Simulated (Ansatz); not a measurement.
# CH3FInNO: one species, many methods

An exercise on one series of results from a longer session: the logs are not shown, and one member is left open.

Program: Ansatz 0.2.0, Gaussian basis. Level of theory: functionals in def2-TZVPP, the program's frozen cores in correlated methods. These are calculated values, not measurements.

Levels to be run: LDA (SPW92), PBE-D4, revPBE-D4, BLYP-D4, r2SCAN-D4, B97M-V, PBE0-D4, B3LYP-D4, r2SCANh-D4, r2SCAN0-D4, HSE06-D4, BHLYP-D4, CAM-B3LYP-D4, LC-ωPBE, ωB97X-V, ωB97M-V, B2PLYP, PBE-QIDH; CCSD(T)/def2-SVP; CCSD(T)/def2-TZVPP; MP2/def2-QZVPP; extrapolation to the limit; RPA on PBE.

### The relaxed structure

The geometry comes from an earlier relaxation with PBE0-D4 in a triple-zeta def2 set; it is a stationary point, not always the lowest conformer. In takes the def2 core potential; no spin-orbit term is included.

SMILES `[NH2][In]([F])[CH]=O`, 8 atoms, charge 0, spin multiplicity 1.

Atoms are counted from 1 here; the program's logs count them from 0.

Bond lengths: N1–In2 1.999 Å, N1–H6 1.009 Å, N1–H7 1.010 Å, In2–F3 1.970 Å, In2–C4 2.214 Å, C4–O5 1.193 Å, C4–H8 1.114 Å. Angles: In2–N1–H6 119.7°, In2–N1–H7 116.3°, H6–N1–H7 110.4°, N1–In2–F3 109.1°, N1–In2–C4 140.2°, F3–In2–C4 110.3°, In2–C4–O5 123.1°, In2–C4–H8 116.1°, O5–C4–H8 120.8°.

The first run:

in.yaml

```yaml
crystal:
  periodic: [false, false, false]
  atoms:
    - {symbol: N, position_ang: [-0.586681, 0.632133, 1.799229]}
    - {symbol: In, position_ang: [0.354473, 0.031108, 0.141511]}
    - {symbol: F, position_ang: [2.296164, 0.012249, 0.471726]}
    - {symbol: C, position_ang: [-0.093084, -0.806671, -1.858303]}
    - {symbol: O, position_ang: [-1.197900, -0.875228, -2.304218]}
    - {symbol: H, position_ang: [-1.519052, 1.011239, 1.735427]}
    - {symbol: H, position_ang: [-0.036128, 1.160929, 2.460235]}
    - {symbol: H, position_ang: [0.782209, -1.165750, -2.445597]}
basis:
  gaussian: {orbitals: def2-TZVPP}
hamiltonian: {xc: lda}
output: {orbitals: {seedname: orbitals}}
```

Started as:

```bash
$ ansatz run in.yaml --threads 4 --pin off --events-out ev --progress --plain --max-ram 10444MiB
```

Among the steps run: LDA; PBE-D4 (GGA); revPBE-D4 (GGA); BLYP-D4 (GGA); r2SCAN-D4 (meta-GGA); B97M-V (meta-GGA); PBE0-D4 (hybrid); B3LYP-D4 (hybrid); r2SCANh-D4 (hybrid); r2SCAN0-D4 (hybrid); HSE06-D4 (hybrid); BHLYP-D4 (hybrid); CAM-B3LYP-D4 (range-separated); LC-ωPBE (range-separated); ωB97X-V (range-separated); ωB97M-V (range-separated); B2PLYP (double hybrid); PBE-QIDH (double hybrid).

One table of the session follows, with a row left open; its other results are not shown here.

It belongs to the step «Orbital energies across the functionals». 

| functional | HOMO (eV) | LUMO (eV) | gap (eV) |
| --- | --- | --- | --- |
| LDA (SPW92) | ? | ? | ? |
| PBE-D4 | -5.86 | -3.37 | 2.49 |
| revPBE-D4 | -5.78 | -3.25 | 2.53 |
| BLYP-D4 | -5.79 | -3.26 | 2.52 |
| r2SCAN-D4 | -6.10 | -3.20 | 2.89 |
| B97M-V | -6.12 | -3.12 | 3.00 |
| PBE0-D4 | -7.14 | -2.35 | 4.79 |
| B3LYP-D4 | -6.97 | -2.63 | 4.34 |
| r2SCANh-D4 | -6.58 | -2.82 | 3.76 |
| r2SCAN0-D4 | -7.32 | -2.27 | 5.05 |
| HSE06-D4 | -6.74 | -2.73 | 4.01 |
| BHLYP-D4 | -8.40 | -1.41 | 6.99 |
| CAM-B3LYP-D4 | -8.48 | -1.30 | 7.19 |
| LC-ωPBE | -9.67 | -0.07 | 9.60 |
| ωB97X-V | -9.37 | -0.19 | 9.18 |
| ωB97M-V | -9.31 | -0.36 | 8.94 |

Estimate the missing values for LDA (SPW92).

As computed: HOMO (eV): -6.09; LUMO (eV): -3.68; gap (eV): 2.40. In the column «HOMO (eV)» it lies between r2SCAN-D4 (-6.10) and PBE-D4 (-5.86).
